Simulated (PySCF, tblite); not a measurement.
**C₃H₈SSi₂: geometry, infrared bands and NMR shifts**

What infrared bands and NMR shifts should C₃H₈SSi₂ (`CS[SiH2]C#C[SiH3]`) show?

Programs: tblite 0.8.0 and PySCF 2.14.0, with density-fitted response routines of our own. Each step states its level of theory. These are calculated values for one molecule in the gas phase, unless marked as measured. Atoms count from 0, in the outputs and in this text.

### 1 Starting geometry

14 atoms, charge 0, multiplicity 1; geometry from: force field or distance geometry start.

Bonds of the start (Å): C0–S1 1.82, S1–Si2 2.16, Si2–C3 1.81, C3–C4 1.21, C4–Si5 1.83, C0–H6 1.11, C0–H7 1.11, C0–H8 1.10, Si2–H9 1.48, Si2–H10 1.47, Si5–H11 1.48, Si5–H12 1.48, Si5–H13 1.48.

### 2 Optimising the geometry with GFN2-xTB

The job: settings as JSON, then the geometry in Å.

```
{"job": {"kind": "relax", "xc": "GFN2-xTB", "basis": "xTB"}, "charge": 0, "multiplicity": 1}
C     -3.302100    -0.346800     0.368400
S     -1.991300    -1.045600    -0.677700
Si    -0.709600     0.590300    -1.255700
C      0.905100     0.260600    -0.505400
C      1.976400     0.035100     0.020000
Si     3.603700    -0.263000     0.796500
H     -3.496500     0.712400     0.114700
H     -4.191500    -0.986600     0.221700
H     -3.045800    -0.393100     1.434100
H     -0.559800     0.635500    -2.730900
H     -1.289400     1.851800    -0.762100
H      3.515400    -1.287700     1.860100
H      4.098700     1.009300     1.364200
H      4.486000    -0.772700    -0.270300
```

Started as:

```sh
OMP_NUM_THREADS=1 python probes_run.py task.json out
```

The driver reads the jobs from task.json and runs them one after another.

**Question.** This job is followed by: GFN2-xTB harmonic vibrations, gas phase; GIAO PBE0/pcSseg-1 NMR shielding, non-relativistic, gas phase. Predict these results of the whole session: strongest single infrared mode (GFN2-xTB); zero-point energy (GFN2-xTB); ¹³C shifts against TMS (PBE0/pcSseg-1); ¹H shifts against TMS (PBE0/pcSseg-1, means over atoms taken as alike); ³³S shifts against CS2 (PBE0/pcSseg-1); ²⁹Si shifts against TMS (PBE0/pcSseg-1).

As calculated:

| quantity | value |
| --- | --- |
| strongest single infrared mode (GFN2-xTB) | 688 cm⁻¹, 559 km/mol |
| zero-point energy (GFN2-xTB) | 55.2 kcal/mol |
| ¹³C shifts against TMS (PBE0/pcSseg-1) | 115.5, 115.4, 14.5 ppm |
| ¹H shifts against TMS (PBE0/pcSseg-1, means over atoms taken as alike) | 4.92, 4.27, 2.19 ppm |
| ³³S shifts against CS2 (PBE0/pcSseg-1) | -190 ppm |
| ²⁹Si shifts against TMS (PBE0/pcSseg-1) | -52.9, -99.1 ppm |

Relaxing lowered the energy by 0.181 eV in 145 steps; the close pair that moved most is Si2–C3, from 1.811 to 1.847 Å. All 36 modes are real, so the xTB geometry is a minimum. The strongest single mode, at 688 cm⁻¹, moves mainly H10 and H9. Unscaled tight-binding wavenumbers are off by several per cent, some by more. Its intensities can rank the bands wrongly.
